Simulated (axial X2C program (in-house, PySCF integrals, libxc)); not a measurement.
# Linear TeOH⁻ at several levels

The task here is to estimate one member of a computed series from the others.

Computed with an in-house X2C program for linear molecules on PySCF integrals. Level: all-electron X2C, two-component (2c) or spin-free, Te dyall-v3z, O dyall-av3z, H dyall-v3z.

All values are calculated.

2 further runs of the same task are left out: 2 set aside as unsound or not needed.

The first run:

Contents of task.json:

```json
{"zs": [52, 8, 1], "q": -1, "bas": ["dyall-v3z", "dyall-av3z", "dyall-v3z"], "r0": [1.99, 0.96], "symm": 0, "scan": ["PBE0", "HF", "BHandHLYP"], "levels": ["PBE0", "HF", "r2SCAN"], "nst": 2}
```

Keys: zs atomic numbers; q charge; bas basis sets; r0 starting distance in Å; symm equal bonds; scan levels of the two-bond scan (MP2 follows by itself at each HF point); levels methods; nst determinants followed.

Command:

```bash
> python solin.py task.json out
```

Masses Te 129.906, O 15.995, H 1.008 u.

Among the steps run: Scan at PBE0, 2c; Scan at HF, 2c; Scan at BHandHLYP, 2c.

One table of the session follows, with a row left open; its other results are not shown here.

```
               level  r(Te–O) (Å)  r(O–H) (Å)  lower stretch (cm⁻¹)  upper stretch (cm⁻¹)
            PBE0, 2c        2.031       0.945                 505.5                4094.9
              HF, 2c        2.022       0.929                 510.0                4316.2
       BHandHLYP, 2c        2.032       0.937                 502.3                4177.7
             MP2, 2c        2.038       0.948                 499.0                4069.7
     PBE0, spin-free        2.016       0.943                 534.0                4127.2
       HF, spin-free            ?           ?                     ?                     ?
BHandHLYP, spin-free        2.017       0.936                 532.3                4203.9
      MP2, spin-free        2.023       0.946                 527.4                4096.1
```

**Question.** Estimate the row for HF, spin-free.

As computed: r(Te–O) (Å): 2.009; r(O–H) (Å): 0.928; lower stretch (cm⁻¹): 534.5; upper stretch (cm⁻¹): 4332.0. In the column «r(Te–O) (Å)» it is the lowest.

Scans not shown above were run alike.

MP2 freezes inner shells (threshold -2 hartree). For an anion the highest level of a functional can be positive, and the basis then holds the extra electron. The molecule was held linear; bending was not examined, so a bent shape may lie lower.
